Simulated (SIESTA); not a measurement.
A run of SIESTA 5.4.2:

The input TaWC2.fdf:

```
SystemName                      TaWC2
SystemLabel                     TaWC2
NumberOfSpecies                 3
NumberOfAtoms                   4
%block ChemicalSpeciesLabel
  1  74 W
  2  73 Ta
  3   6 C
%endblock ChemicalSpeciesLabel

LatticeConstant                 1.0 Ang
%block LatticeVectors
     1.5718551461     0.9075109917     5.1016196719
    -1.5718551461     0.9075109917     5.1016196719
     0.0000000000    -1.8150219835     5.1016196719
%endblock LatticeVectors
AtomicCoordinatesFormat         Fractional
%block AtomicCoordinatesAndAtomicSpecies
     0.0000000000     0.0000000000     0.0000000000  1  W
     0.5000000000     0.5000000000     0.5000000000  2  Ta
     0.2509330000     0.2509330000     0.2509330000  3  C
     0.7490670000     0.7490670000     0.7490670000  3  C
%endblock AtomicCoordinatesAndAtomicSpecies

%block kgrid.MonkhorstPack
   10   0   0  0.0
    0  10   0  0.0
    0   0  10  0.0
%endblock kgrid.MonkhorstPack
XC.Functional                   GGA
XC.Authors                      PBEsol
PAO.BasisSize                   TZDP
PAO.EnergyShift                 0.003 Ry
Mesh.Cutoff                     800 Ry
OccupationFunction              FD
ElectronicTemperature           0.05 eV
MaxSCFIterations                120
SCF.MustConverge                false
SCF.Mixer.Method                Pulay
SCF.Mixer.Weight                0.25
SCF.Mixer.History               8
SCF.DM.Tolerance                5.0e-05
SCF.H.Tolerance                 1.0e-03 eV
WriteForces                     true
Charge.Mulliken                 end
BandLinesScale                  ReciprocalLatticeVectors
%block BandLines
    1    0.000000   0.000000   0.000000  \Gamma
   13    0.500000   0.000000   0.000000  L
    8    0.500000   0.187762  -0.187762  B1
    1    0.812238   0.500000   0.187762  B
   13    0.500000   0.500000   0.500000  Z
    7    0.000000   0.000000   0.000000  \Gamma
   15    0.343881   0.000000  -0.343881  X
    1    0.656119   0.343881   0.000000  Q
    7    0.500000   0.500000   0.000000  F
    2    0.656119   0.656119   0.187762  P1
   12    0.500000   0.500000   0.500000  Z
    1    0.500000   0.000000   0.000000  L
    4    0.812238   0.343881   0.343881  P
%endblock BandLines
%block PAO.PolarizationScheme
  W non-perturbative
  Ta non-perturbative
  C non-perturbative
%endblock PAO.PolarizationScheme
%block PAO.Basis
  W 5
  n=5 0 2
    3.045 0.000
  n=6 0 3
    7.595 0.000 0.000
  n=5 1 2
    3.655 0.000
  n=6 1 2
    7.595 0.000
  n=5 2 3
    6.615 0.000 0.000
  Ta 5
  n=5 0 2
    3.138 0.000
  n=6 0 3
    7.687 0.000 0.000
  n=5 1 2
    3.782 0.000
  n=6 1 2
    7.687 0.000
  n=5 2 3
    7.138 0.000 0.000
%endblock PAO.Basis
```

Potentials or basis: PseudoDojo 0.4 standard (PBEsol files), TZDP (energy shift 0.003 Ry; two zetas on semicore shells).

Launch:

```sh
$ siesta < TaWC2.fdf > TaWC2.out 2>&1
```

Hardware: 1 thread of Arm Neoverse V1 (shared host).

Question: How long does it take, and how much memory?

Answer: Run time: 17 min on 1 thread of Arm Neoverse V1 (shared host), peak memory 1.4 GiB. Counts: scf iterations 11, k points 560, bands 108.
